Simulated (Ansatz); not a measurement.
# H₇NO₂Si: search for a transition state, part 2 of 2

Ansatz 0.2.0, Gaussian basis; PBE0-D4. Earlier steps stand in the parts before.

## 8. Relaxing after a step of 0.30 Å the other way along the mode

Input file downb/in.yaml:

```yaml
crystal:
  periodic: [false, false, false]
  atoms:
    - {symbol: Si, position_ang: [-0.445644, -0.638312, 0.127304]}
    - {symbol: O, position_ang: [1.368030, -0.141312, 0.458072]}
    - {symbol: H, position_ang: [0.031194, -1.768083, -0.713460]}
    - {symbol: H, position_ang: [-1.942347, -0.704564, -0.225824]}
    - {symbol: O, position_ang: [-0.706838, -0.511250, 1.749361]}
    - {symbol: H, position_ang: [0.697332, 1.021272, -0.526005]}
    - {symbol: N, position_ang: [-0.201152, 1.032399, -0.816186]}
    - {symbol: H, position_ang: [2.076144, -0.671785, 0.087647]}
    - {symbol: H, position_ang: [0.169753, -0.394017, 2.141396]}
    - {symbol: H, position_ang: [-0.302780, 0.965274, -1.821876]}
    - {symbol: H, position_ang: [-0.743591, 1.810378, -0.460530]}
basis:
  gaussian: {orbitals: def2-TZVP}
hamiltonian: {xc: pbe0, dispersion: d4}
relax: {f_tol: 0.005, max_steps: 200}
```

Run with:

```bash
$ ansatz run in.yaml --threads 4 --pin off --events-out ev --progress --plain --max-ram 9574MiB
```

What it wrote:

```text
Functional definition: PBE0
  name "PBE0"
  cite "Adamo & Barone, J. Chem. Phys. 110, 6158 (1999) doi:10.1063/1.478522"
  cite "Perdew, Burke & Ernzerhof, Phys. Rev. Lett. 77, 3865 (1996) doi:10.1103/PhysRevLett.77.3865"
  parent pbe
  parameter a = 0.25
  parameter kappa = 0.804
  parameter beta = 0.06672455060314922
  exchange = (1 - a)*pbe_x(kappa = kappa, mu = beta*pi^2/3) + a*exact_x
  correlation = pbe_c(beta = beta)
1033 factors; their error is unknown
mean field evaluation 1: about -13558.9048 eV, gradient 8.4e1 eV
mean field evaluation 2: about -13542.8716 eV, gradient 1.2e2 eV
mean field evaluation 4: about -13570.2619 eV, gradient 6.4e0 eV
mean field evaluation 8: about -13570.3677 eV, gradient 3.8e-1 eV
mean field evaluation 16: about -13570.3678 eV, gradient 2.0e-5 eV
mean field -13570.36783307 eV, -498.7018195396 hartree, gradient 2.0e-5 eV, S^2 0.000000; 0 other end points of the search recorded, 0 dependent functions left out
the calculation of the forces begins
reference -13570.36786111 eV, -498.7018205702 hartree; 22, 22 occupied and 150, 150 virtual orbitals, 1033 factors
relax step   1: F+E_penalty+E_count = -13570.52634487 eV  Δ(F+E_penalty+E_count) = +0.000e0 eV  max|allowed force component| = 4.709e0 eV/Å  Δτ_max = 0.0000 Å  (27 SCF iters, accepted)
these checks for a lower state are left out or cut short: starts, cluster_reference, orbital_swaps, neighbouring_geometries, increment
1033 factors; their error is unknown
mean field -13570.68981326 eV, -498.7136520933 hartree, gradient 8.4e-6 eV, S^2 0.000000; 0 other end points of the search recorded, 0 dependent functions left out
the calculation of the forces begins
reference -13570.68984126 eV, -498.7136531223 hartree; 22, 22 occupied and 150, 150 virtual orbitals, 1033 factors
relax step   2: F+E_penalty+E_count = -13570.84734473 eV  Δ(F+E_penalty+E_count) = -3.210e-1 eV  max|allowed force component| = 6.896e-1 eV/Å  Δτ_max = 0.1363 Å  (31 SCF iters, accepted)
these checks for a lower state are left out or cut short: starts, cluster_reference, orbital_swaps, neighbouring_geometries, increment
1033 factors; their error is unknown
mean field -13570.80972070 eV, -498.7180586107 hartree, gradient 1.5e-5 eV, S^2 0.000000; 0 other end points of the search recorded, 0 dependent functions left out
the calculation of the forces begins
reference -13570.80974888 eV, -498.7180596462 hartree; 22, 22 occupied and 150, 150 virtual orbitals, 1033 factors
relax step   3: F+E_penalty+E_count = -13570.96679151 eV  Δ(F+E_penalty+E_count) = -1.194e-1 eV  max|allowed force component| = 5.331e-1 eV/Å  Δτ_max = 0.2000 Å  (31 SCF iters, accepted)
these checks for a lower state are left out or cut short: starts, cluster_reference, orbital_swaps, neighbouring_geometries, increment
1033 factors; their error is unknown
mean field evaluation 32: about -13570.8579 eV, gradient 1.5e-1 eV
mean field -13570.89408249 eV, -498.7211588491 hartree, gradient 1.1e-5 eV, S^2 0.000000; 0 other end points of the search recorded, 0 dependent functions left out
the calculation of the forces begins
reference -13570.89411071 eV, -498.7211598862 hartree; 22, 22 occupied and 150, 150 virtual orbitals, 1033 factors
relax step   4: F+E_penalty+E_count = -13571.05025591 eV  Δ(F+E_penalty+E_count) = -8.346e-2 eV  max|allowed force component| = 1.195e0 eV/Å  Δτ_max = 0.1637 Å  (31 SCF iters, accepted)
these checks for a lower state are left out or cut short: starts, cluster_reference, orbital_swaps, neighbouring_geometries, increment
1033 factors; their error is unknown
mean field -13570.92706885 eV, -498.7223710755 hartree, gradient 1.9e-5 eV, S^2 0.000000; 0 other end points of the search recorded, 0 dependent functions left out
the calculation of the forces begins
reference -13570.92709707 eV, -498.7223721126 hartree; 22, 22 occupied and 150, 150 virtual orbitals, 1033 factors
relax step   5: F+E_penalty+E_count = -13571.08294104 eV  Δ(F+E_penalty+E_count) = -3.269e-2 eV  max|allowed force component| = 8.597e-1 eV/Å  Δτ_max = 0.0683 Å  (29 SCF iters, accepted)
these checks for a lower state are left out or cut short: starts, cluster_reference, orbital_swaps, neighbouring_geometries, increment
1033 factors; their error is unknown
mean field -13570.95463994 eV, -498.7233842944 hartree, gradient 2.3e-5 eV, S^2 0.000000; 0 other end points of the search recorded, 0 dependent functions left out
the calculation of the forces begins
reference -13570.95466840 eV, -498.7233853402 hartree; 22, 22 occupied and 150, 150 virtual orbitals, 1033 factors
relax step   6: F+E_penalty+E_count = -13571.11017686 eV  Δ(F+E_penalty+E_count) = -2.724e-2 eV  max|allowed force component| = 4.503e-1 eV/Å  Δτ_max = 0.1936 Å  (29 SCF iters, accepted)
these checks for a lower state are left out or cut short: starts, cluster_reference, orbital_swaps, neighbouring_geometries, increment
1033 factors; their error is unknown
mean field -13570.98462182 eV, -498.7244861081 hartree, gradient 1.8e-5 eV, S^2 0.000000; 0 other end points of the search recorded, 0 dependent functions left out
the calculation of the forces begins
reference -13570.98465023 eV, -498.7244871523 hartree; 22, 22 occupied and 150, 150 virtual orbitals, 1033 factors
relax step   7: F+E_penalty+E_count = -13571.14016454 eV  Δ(F+E_penalty+E_count) = -2.999e-2 eV  max|allowed force component| = 4.222e-1 eV/Å  Δτ_max = 0.0583 Å  (30 SCF iters, accepted)
these checks for a lower state are left out or cut short: starts, cluster_reference, orbital_swaps, neighbouring_geometries, increment
1033 factors; their error is unknown
mean field evaluation 64: about -13571.0574 eV, gradient 7.2e-6 eV
mean field -13571.05738761 eV, -498.7271602014 hartree, gradient 7.2e-6 eV, S^2 0.000000; 0 other end points of the search recorded, 0 dependent functions left out
the calculation of the forces begins
reference -13571.05741614 eV, -498.7271612501 hartree; 22, 22 occupied and 150, 150 virtual orbitals, 1033 factors
relax step   8: F+E_penalty+E_count = -13571.21266919 eV  Δ(F+E_penalty+E_count) = -7.250e-2 eV  max|allowed force component| = 5.661e-1 eV/Å  Δτ_max = 0.1990 Å  (31 SCF iters, accepted)
these checks for a lower state are left out or cut short: starts, cluster_reference, orbital_swaps, neighbouring_geometries, increment
1033 factors; their error is unknown
mean field -13571.14597365 eV, -498.7304156787 hartree, gradient 1.7e-5 eV, S^2 0.000000; 0 other end points of the search recorded, 0 dependent functions left out
the calculation of the forces begins
reference -13571.14600250 eV, -498.7304167386 hartree; 22, 22 occupied and 150, 150 virtual orbitals, 1033 factors
relax step   9: F+E_penalty+E_count = -13571.30109096 eV  Δ(F+E_penalty+E_count) = -8.842e-2 eV  max|allowed force component| = 7.195e-1 eV/Å  Δτ_max = 0.1916 Å  (30 SCF iters, accepted)
these checks for a lower state are left out or cut short: starts, cluster_reference, orbital_swaps, neighbouring_geometries, increment
1033 factors; their error is unknown
mean field -13571.27520722 eV, -498.7351649246 hartree, gradient 1.4e-5 eV, S^2 0.000000; 0 other end points of the search recorded, 0 dependent functions left out
the calculation of the forces begins
reference -13571.27523610 eV, -498.7351659859 hartree; 22, 22 occupied and 150, 150 virtual orbitals, 1033 factors
relax step  10: F+E_penalty+E_count = -13571.43024483 eV  Δ(F+E_penalty+E_count) = -1.292e-1 eV  max|allowed force component| = 6.387e-1 eV/Å  Δτ_max = 0.1949 Å  (29 SCF iters, accepted)
these checks for a lower state are left out or cut short: starts, cluster_reference, orbital_swaps, neighbouring_geometries, increment
1033 factors; their error is unknown
mean field -13571.41408106 eV, -498.7402684440 hartree, gradient 1.7e-5 eV, S^2 0.000000; 0 other end points of the search recorded, 0 dependent functions left out
the calculation of the forces begins
reference -13571.41411028 eV, -498.7402695180 hartree; 22, 22 occupied and 150, 150 virtual orbitals, 1033 factors
relax step  11: F+E_penalty+E_count = -13571.56862348 eV  Δ(F+E_penalty+E_count) = -1.384e-1 eV  max|allowed force component| = 4.337e-1 eV/Å  Δτ_max = 0.2000 Å  (28 SCF iters, accepted)
these checks for a lower state are left out or cut short: starts, cluster_reference, orbital_swaps, neighbouring_geometries, increment
1033 factors; their error is unknown
mean field -13571.49063569 eV, -498.7430817749 hartree, gradient 1.1e-5 eV, S^2 0.000000; 0 other end points of the search recorded, 0 dependent functions left out
the calculation of the forces begins
reference -13571.49066508 eV, -498.7430828550 hartree; 22, 22 occupied and 150, 150 virtual orbitals, 1033 factors
relax step  12: F+E_penalty+E_count = -13571.64458695 eV  Δ(F+E_penalty+E_count) = -7.596e-2 eV  max|allowed force component| = 3.784e-1 eV/Å  Δτ_max = 0.1949 Å  (29 SCF iters, accepted)
these checks for a lower state are left out or cut short: starts, cluster_reference, orbital_swaps, neighbouring_geometries, increment
1033 factors; their error is unknown
mean field evaluation 96: about -13571.5075 eV, gradient 2.5e-3 eV
mean field -13571.54526485 eV, -498.7450893595 hartree, gradient 1.8e-5 eV, S^2 0.000000; 0 other end points of the search recorded, 0 dependent functions left out
the calculation of the forces begins
reference -13571.54529470 eV, -498.7450904564 hartree; 22, 22 occupied and 150, 150 virtual orbitals, 1033 factors
relax step  13: F+E_penalty+E_count = -13571.69897512 eV  Δ(F+E_penalty+E_count) = -5.439e-2 eV  max|allowed force component| = 1.137e0 eV/Å  Δτ_max = 0.2000 Å  (35 SCF iters, accepted)
these checks for a lower state are left out or cut short: starts, cluster_reference, orbital_swaps, neighbouring_geometries, increment
1033 factors; their error is unknown
mean field -13571.56114302 eV, -498.7456728713 hartree, gradient 1.2e-5 eV, S^2 0.000000; 0 other end points of the search recorded, 0 dependent functions left out
the calculation of the forces begins
reference -13571.56117232 eV, -498.7456739484 hartree; 22, 22 occupied and 150, 150 virtual orbitals, 1033 factors
relax step  14: F+E_penalty+E_count = -13571.71523127 eV  Δ(F+E_penalty+E_count) = -1.626e-2 eV  max|allowed force component| = 3.844e-1 eV/Å  Δτ_max = 0.2000 Å  (29 SCF iters, accepted)
these checks for a lower state are left out or cut short: starts, cluster_reference, orbital_swaps, neighbouring_geometries, increment
1033 factors; their error is unknown
mean field -13571.59940269 eV, -498.7470788883 hartree, gradient 1.2e-5 eV, S^2 0.000000; 0 other end points of the search recorded, 0 dependent functions left out
the calculation of the forces begins
reference -13571.59943227 eV, -498.7470799755 hartree; 22, 22 occupied and 150, 150 virtual orbitals, 1033 factors
relax step  15: F+E_penalty+E_count = -13571.75360667 eV  Δ(F+E_penalty+E_count) = -3.838e-2 eV  max|allowed force component| = 8.618e-1 eV/Å  Δτ_max = 0.1679 Å  (30 SCF iters, accepted)
these checks for a lower state are left out or cut short: starts, cluster_reference, orbital_swaps, neighbouring_geometries, increment
1033 factors; their error is unknown
mean field -13571.64026154 eV, -498.7485804236 hartree, gradient 1.8e-5 eV, S^2 0.000000; 0 other end points of the search recorded, 0 dependent functions left out
the calculation of the forces begins
reference -13571.64029063 eV, -498.7485814926 hartree; 22, 22 occupied and 150, 150 virtual orbitals, 1033 factors
relax step  16: F+E_penalty+E_count = -13571.79600368 eV  Δ(F+E_penalty+E_count) = -4.240e-2 eV  max|allowed force component| = 5.605e-1 eV/Å  Δτ_max = 0.1064 Å  (30 SCF iters, accepted)
these checks for a lower state are left out or cut short: starts, cluster_reference, orbital_swaps, neighbouring_geometries, increment
1033 factors; their error is unknown
mean field evaluation 128: about -13571.6602 eV, gradient 1.0e-5 eV
mean field -13571.66017933 eV, -498.7493123887 hartree, gradient 1.0e-5 eV, S^2 0.000000; 0 other end points of the search recorded, 0 dependent functions left out
the calculation of the forces begins
reference -13571.66020774 eV, -498.7493134329 hartree; 22, 22 occupied and 150, 150 virtual orbitals, 1033 factors
relax step  17: F+E_penalty+E_count = -13571.81719567 eV  Δ(F+E_penalty+E_count) = -2.119e-2 eV  max|allowed force component| = 6.455e-1 eV/Å  Δτ_max = 0.1107 Å  (30 SCF iters, accepted)
these checks for a lower state are left out or cut short: starts, cluster_reference, orbital_swaps, neighbouring_geometries, increment
1033 factors; their error is unknown
mean field -13571.67128600 eV, -498.7497205514 hartree, gradient 1.9e-5 eV, S^2 0.000000; 0 other end points of the search recorded, 0 dependent functions left out
the calculation of the forces begins
reference -13571.67131451 eV, -498.7497215990 hartree; 22, 22 occupied and 150, 150 virtual orbitals, 1033 factors
relax step  18: F+E_penalty+E_count = -13571.82797518 eV  Δ(F+E_penalty+E_count) = -1.078e-2 eV  max|allowed force component| = 6.689e-1 eV/Å  Δτ_max = 0.1481 Å  (29 SCF iters, accepted)
these checks for a lower state are left out or cut short: starts, cluster_reference, orbital_swaps, neighbouring_geometries, increment
1033 factors; their error is unknown
mean field -13571.68594010 eV, -498.7502590796 hartree, gradient 1.8e-5 eV, S^2 0.000000; 0 other end points of the search recorded, 0 dependent functions left out
the calculation of the forces begins
reference -13571.68596861 eV, -498.7502601271 hartree; 22, 22 occupied and 150, 150 virtual orbitals, 1033 factors
relax step  19: F+E_penalty+E_count = -13571.84261706 eV  Δ(F+E_penalty+E_count) = -1.464e-2 eV  max|allowed force component| = 3.701e-2 eV/Å  Δτ_max = 0.0723 Å  (30 SCF iters, accepted)
these checks for a lower state are left out or cut short: starts, cluster_reference, orbital_swaps, neighbouring_geometries, increment
1033 factors; their error is unknown
mean field -13571.68704709 eV, -498.7502997608 hartree, gradient 1.7e-5 eV, S^2 0.000000; 0 other end points of the search recorded, 0 dependent functions left out
the calculation of the forces begins
reference -13571.68707564 eV, -498.7503008100 hartree; 22, 22 occupied and 150, 150 virtual orbitals, 1033 factors
relax step  20: F+E_penalty+E_count = -13571.84362577 eV  Δ(F+E_penalty+E_count) = -1.009e-3 eV  max|allowed force component| = 1.106e-2 eV/Å  Δτ_max = 0.0299 Å  (30 SCF iters, accepted)
these checks for a lower state are left out or cut short: starts, cluster_reference, orbital_swaps, neighbouring_geometries, increment
1033 factors; their error is unknown
mean field -13571.68712922 eV, -498.7503027789 hartree, gradient 1.7e-5 eV, S^2 0.000000; 0 other end points of the search recorded, 0 dependent functions left out
the calculation of the forces begins
reference -13571.68715777 eV, -498.7503038280 hartree; 22, 22 occupied and 150, 150 virtual orbitals, 1033 factors
relax step  21: F+E_penalty+E_count = -13571.84374675 eV  Δ(F+E_penalty+E_count) = -1.210e-4 eV  max|allowed force component| = 6.184e-3 eV/Å  Δτ_max = 0.0159 Å  (30 SCF iters, accepted)
these checks for a lower state are left out or cut short: starts, cluster_reference, orbital_swaps, neighbouring_geometries, increment
1033 factors; their error is unknown
mean field evaluation 160: about -13571.6870 eV, gradient 3.5e-1 eV
mean field -13571.68718371 eV, -498.7503047814 hartree, gradient 1.7e-5 eV, S^2 0.000000; 0 other end points of the search recorded, 0 dependent functions left out
the calculation of the forces begins
reference -13571.68721226 eV, -498.7503058306 hartree; 22, 22 occupied and 150, 150 virtual orbitals, 1033 factors
relax step  22: F+E_penalty+E_count = -13571.84379178 eV  Δ(F+E_penalty+E_count) = -4.504e-5 eV  max|allowed force component| = 1.496e-2 eV/Å  Δτ_max = 0.0159 Å  (30 SCF iters, accepted)
these checks for a lower state are left out or cut short: starts, cluster_reference, orbital_swaps, neighbouring_geometries, increment
1033 factors; their error is unknown
mean field -13571.68719517 eV, -498.7503052024 hartree, gradient 1.7e-5 eV, S^2 0.000000; 0 other end points of the search recorded, 0 dependent functions left out
the calculation of the forces begins
reference -13571.68722372 eV, -498.7503062517 hartree; 22, 22 occupied and 150, 150 virtual orbitals, 1033 factors
relax step  23: F+E_penalty+E_count = -13571.84380751 eV  Δ(F+E_penalty+E_count) = -1.573e-5 eV  max|allowed force component| = 9.653e-3 eV/Å  Δτ_max = 0.0046 Å  (31 SCF iters, accepted)
these checks for a lower state are left out or cut short: starts, cluster_reference, orbital_swaps, neighbouring_geometries, increment
1033 factors; their error is unknown
mean field -13571.68720471 eV, -498.7503055533 hartree, gradient 1.7e-5 eV, S^2 0.000000; 0 other end points of the search recorded, 0 dependent functions left out
the calculation of the forces begins
reference -13571.68723327 eV, -498.7503066026 hartree; 22, 22 occupied and 150, 150 virtual orbitals, 1033 factors
relax step  24: F+E_penalty+E_count = -13571.84381794 eV  Δ(F+E_penalty+E_count) = -1.043e-5 eV  max|allowed force component| = 3.682e-3 eV/Å  Δτ_max = 0.0040 Å  (31 SCF iters, accepted)
1033 factors; their error is unknown
mean field evaluation 192: about -13571.6493 eV, gradient 1.1e-1 eV
mean field -13571.68720471 eV, -498.7503055533 hartree, gradient 1.7e-5 eV, S^2 0.000000; 1 other end points of the search recorded, 0 dependent functions left out
the calculation of the forces begins
reference -13571.68723327 eV, -498.7503066026 hartree; 22, 22 occupied and 150, 150 virtual orbitals, 1033 factors
Total energy: -13571.84384649 eV, -498.7560620324 hartree
Atom 0 at    -0.111951    -0.713994     0.115300 Å, force    -0.001129     0.002463    -0.000526 eV/Å
Atom 1 at     1.400067    -0.555082    -0.582357 Å, force     0.001042     0.000151    -0.000448 eV/Å
Atom 2 at     0.067615    -2.113148     0.693814 Å, force    -0.000269    -0.001661     0.000437 eV/Å
Atom 3 at    -1.251724    -0.955514    -0.818176 Å, force    -0.000623    -0.001536    -0.000551 eV/Å
Atom 4 at    -0.474465     0.082436     1.540946 Å, force     0.000147    -0.001336     0.003682 eV/Å
Atom 5 at     0.446142     1.846558    -0.162856 Å, force     0.000177    -0.000398     0.000316 eV/Å
Atom 6 at    -0.263415     1.283789    -0.617685 Å, force     0.000727     0.003034    -0.003197 eV/Å
Atom 7 at     1.932106    -1.338284    -0.431811 Å, force    -0.000099     0.000198    -0.000086 eV/Å
Atom 8 at    -0.465683    -0.522648     2.284571 Å, force    -0.000047     0.000878    -0.001071 eV/Å
Atom 9 at    -0.105846     1.310792    -1.617732 Å, force    -0.000216    -0.000429     0.001383 eV/Å
Atom 10 at    -1.172746     1.675094    -0.404115 Å, force     0.000289    -0.001364     0.000061 eV/Å
Dipole moment:     0.008879     0.469113    -0.132893 e Å
```

Run time: 44 s. Hardware: 4 threads of Arm Neoverse V2, shared host.

The steps of the relaxation:

```tsv
step	energy from step 1 (eV)	largest force component (eV/Å)
1	0.0000	4.7086
2	-0.3210	0.6896
3	-0.4404	0.5331
4	-0.5239	1.1950
5	-0.5566	0.8597
6	-0.5838	0.4503
7	-0.6138	0.4222
8	-0.6863	0.5661
9	-0.7747	0.7195
10	-0.9039	0.6387
11	-1.0423	0.4337
12	-1.1182	0.3784
13	-1.1726	1.1367
14	-1.1889	0.3844
15	-1.2273	0.8618
16	-1.2697	0.5605
17	-1.2909	0.6455
18	-1.3016	0.6689
19	-1.3163	0.0370
20	-1.3173	0.0111
21	-1.3174	0.0062
22	-1.3174	0.0150
23	-1.3175	0.0097
24	-1.3175	0.0037
```

Distances of close pairs at the start and the end, largest changes first:

```tsv
bond	before (Å)	after (Å)	change (Å)
Si1–O2	1.909	1.673	-0.237
Si1–N7	1.934	2.133	+0.199
H6–N7	0.944	1.013	+0.069
Si1–H4	1.539	1.493	-0.046
Si1–H3	1.487	1.525	+0.038
Si1–O5	1.648	1.673	+0.025
O5–H9	0.967	0.959	-0.009
O2–H8	0.959	0.959	-0.000
```

## 9. What the saddle joins

```tsv
pair	start side (Å)	saddle (Å)	end side (Å)
Si1–N7	2.133	1.869	1.745
O2–H6	2.618	1.299	0.976
Si1–O2	1.673	2.093	3.338
H6–N7	1.013	1.200	2.006
```

## 10. Results

What follows sums up all 2 parts.

| quantity | value |
| --- | --- |
| imaginary mode | 971i cm⁻¹ |
| barrier from the start side | 1.297 eV |
| barrier from the end side | 1.032 eV |
| energy of the step | +0.264 eV |
| pairs that change | Si1–N7 tightened, O2–H6 formed, Si1–O2 broken, H6–N7 broken |
| zero-point energy at the saddle | 2.211 eV |

One imaginary mode, 971i cm⁻¹, makes this a first-order saddle. The two relaxations end on the structures that were planned. At PBE0-D4/def2-TZVP the electronic barrier is 1.297 eV, about 50 kT at 298 K, and the step runs 0.264 eV uphill. A step off the saddle overshot and began above it in energy, so the link to its end is likely but not proven. The ends are the nearest minima, not always the lowest complexes.
